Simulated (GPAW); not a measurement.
Input of a GPAW 26.7.0 run:

File run.py:

```python
from ase import Atoms
from ase.dft.bandgap import bandgap
from ase.io import write
from ase.units import GPa
from gpaw import GPAW, PW

atoms = Atoms(['Ta', 'Ta', 'Ta', 'Ta', 'O'],
              cell=[[3.257497, 0.0, 0.0],
                    [0.0, 3.257497, 0.0],
                    [0.0, 0.0, 7.409341]],
              scaled_positions=[[0.0, 0.0, 0.0],
                                [0.5, 0.5, 0.216842],
                                [0.5, 0.5, 0.783158],
                                [0.0, 0.0, 0.5],
                                [0.5, 0.5, 0.5]],
              pbc=True)

calc = GPAW(mode=PW(800),
            xc='PBE',
            kpts={'size': (6, 6, 3), 'gamma': True},
            occupations={'name': 'fermi-dirac', 'width': 0.05},
            nbands=52,
            convergence={'density': 1e-05, 'energy': 1e-05},
            maxiter=150,
            txt='gpaw.txt')
atoms.calc = calc
energy = atoms.get_potential_energy()
forces = atoms.get_forces()
stress = atoms.get_stress()
calc.write('gs.gpw')
write('result.traj', atoms)
print(f'Energy: {energy:.6f} eV')
print('Forces (eV/A):')
print(forces.round(4))
print('Stress (GPa):', (stress / GPa).round(3))
print('Fermi level:', round(calc.get_fermi_level(), 4), 'eV')
print(f'Gap: {bandgap(calc)[0]:.4f} eV, direct: {bandgap(calc, direct=True)[0]:.4f} eV')

path = atoms.cell.bandpath('GXMGZRAZ,XR,MA', npoints=60, eps=1e-4)
bs_calc = calc.fixed_density(kpts=path, symmetry='off', nbands=73,
                             convergence={'bands': 'CBM+6.0', 'eigenstates': 1e-6}, txt='bands.txt')
bs = bs_calc.band_structure()
bs.write('bs.json')
print(f'Gap on the path: {bandgap(bs_calc)[0]:.4f} eV')
```

Potentials or basis: GPAW PAW data sets (gpaw-data 1.2.1), pw.

Launch:

```bash
$ OMP_NUM_THREADS=1 python run.py
```

Question: Estimate the pressure.

Answer: -0.6 GPa.

Question: Estimate the largest force.

Answer: 0.089 eV/Å.

Question: What does it give for the band gap along the path?

Answer: None (metal or under the smearing width).

Forces on the atoms (eV/Å):
```
Ta   0.000  0.000  0.000
Ta   0.000  0.000  0.089
Ta   0.000  0.000 -0.089
Ta   0.000  0.000  0.000
O    0.000  0.000  0.000
```

Caveat: spin-orbit coupling is left out, which moves the levels of the heavy elements.
